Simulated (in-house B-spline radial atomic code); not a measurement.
**Rh³⁺: excited configurations**

Wanted: excitation energies of Rh³⁺ as differences of total energies (ΔSCF).

Method: scalar-relativistic (spin-free one-electron X2C) r2SCAN0, spin-polarised, spherical density, exact exchange averaged over the configuration, Fermi nucleus, basis-set limit. Code: in-house B-spline radial atomic code version 1.

## Step 1: The system

```
element       : rhodium (Z = 45)
charge        : +3
electrons     : 42
configuration : [Kr] 4d6
Hamiltonian   : scalar-relativistic (X2C)
nucleus       : Fermi, rms radius 4.495 fm
```

Outer shells as boxes (Hund's rule):

[Kr] 4d6
```
[Kr] core
4d [↑↓][↑ ][↑ ][↑ ][↑ ]
```

Where spins are not typed, each open shell is filled with up spins first.

The run's settings:

```ini
Z = 45
electrons = 42.0
configuration = [Kr] 4d6
hamiltonian = x2c
method = r2scan0
spin_polarised = True
nucleus = fermi
rms_radius = 4.4945
mass_number = 103
atomic_mass = 102.905494081
speed_of_light = 137.035999084
exact_exchange = averaged over the configuration
```

The reference is known from an earlier run: -4781.557513 hartree in all. Up to eight levels, counted from the top:

```csv
orbital,occupation,energy (eV),<r> (bohr)
3d up,5,-348.45,0.3699
3d down,5,-347.40,0.3702
4s up,1,-127.17,0.9794
4s down,1,-122.43,0.9742
4p up,3,-93.120,1.069
4p down,3,-87.694,1.065
4d up,5,-43.330,1.352
4d down,1,-39.067,1.375
```

## Step 2: [Ar] 3d9 4s2 4p6 4d6 5f1

The run's settings:

```ini
Z = 45
electrons = 42.0
configuration = [Ar] 3d9 4s2 4p6 4d6 5f1
hamiltonian = x2c
method = r2scan0
spin_polarised = True
nucleus = fermi
rms_radius = 4.4945
mass_number = 103
atomic_mass = 102.905494081
speed_of_light = 137.035999084
exact_exchange = averaged over the configuration
```

Launch:

```
> python run_scf.py task.json out
```

The settings of every run stand in task.json; they run in order.

## Step 3: Run with [Kr] 4d5 5p1

The settings differ from step 2 so:

```diff
@@ -2,3 +2,3 @@
 electrons = 42.0
-configuration = [Ar] 3d9 4s2 4p6 4d6 5f1
+configuration = [Kr] 4d5 5p1
 hamiltonian = x2c
```

## Step 4: [Ar] 3d9 4s2 4p6 4d6 5p1

The settings differ from step 3 so:

```diff
@@ -2,3 +2,3 @@
 electrons = 42.0
-configuration = [Kr] 4d5 5p1
+configuration = [Ar] 3d9 4s2 4p6 4d6 5p1
 hamiltonian = x2c
```

## Step 5: Configuration [Ar] 3d9 4s2 4p6 4d7

The settings differ from step 4 so:

```diff
@@ -2,3 +2,3 @@
 electrons = 42.0
-configuration = [Ar] 3d9 4s2 4p6 4d6 5p1
+configuration = [Ar] 3d9 4s2 4p6 4d7
 hamiltonian = x2c
```

## Step 6: [Kr] 4d5 5s1

The settings differ from step 5 so:

```diff
@@ -2,3 +2,3 @@
 electrons = 42.0
-configuration = [Ar] 3d9 4s2 4p6 4d7
+configuration = [Kr] 4d5 5s1
 hamiltonian = x2c
```

## Step 7: [Kr] 4d5 4f1

The settings differ from step 6 so:

```diff
@@ -2,3 +2,3 @@
 electrons = 42.0
-configuration = [Kr] 4d5 5s1
+configuration = [Kr] 4d5 4f1
 hamiltonian = x2c
```

Q: How far above the reference does each configuration lie (order and size, in eV)?

As calculated:

| net move | configuration | 2|M_S|+1 | energy above the reference (eV) | largest <r> (bohr) |
| --- | --- | --- | --- | --- |
| 4d → 5s | [Kr] 4d5 5s1 | 7 | 7.327 | 2.37 |
| 4d → 5p | [Kr] 4d5 5p1 | 7 | 15.185 | 2.76 |
| 4d → 4f | [Kr] 4d5 4f1 | 7 | 28.541 | 3.51 |
| 3d → 4d | [Ar] 3d9 4s2 4p6 4d7 | 5 | 311.62 | 1.32 |
| 3d → 5p | [Ar] 3d9 4s2 4p6 4d6 5p1 | 7 | 329.65 | 2.72 |
| 3d → 5f | [Ar] 3d9 4s2 4p6 4d6 5f1 | 7 | 348.46 | 6.33 |

What this shows: At the bottom stands 4d → 5s (7.327 eV), at the top 3d → 5f (348.46 eV). 3 of them lie more than 60 % above minus the reference's highest level (39.067 eV), in the range where a state can decay by emitting an electron. Two partly filled shells share a symmetry and can mix in the average, which may lower the energy, for: 3d → 4d; 3d → 5p; 3d → 5f. The reference has 2|M_S|+1 = 5; 5 of the configurations differ from it in spin. These are spherical averages at the typed spins, not spectroscopic levels.
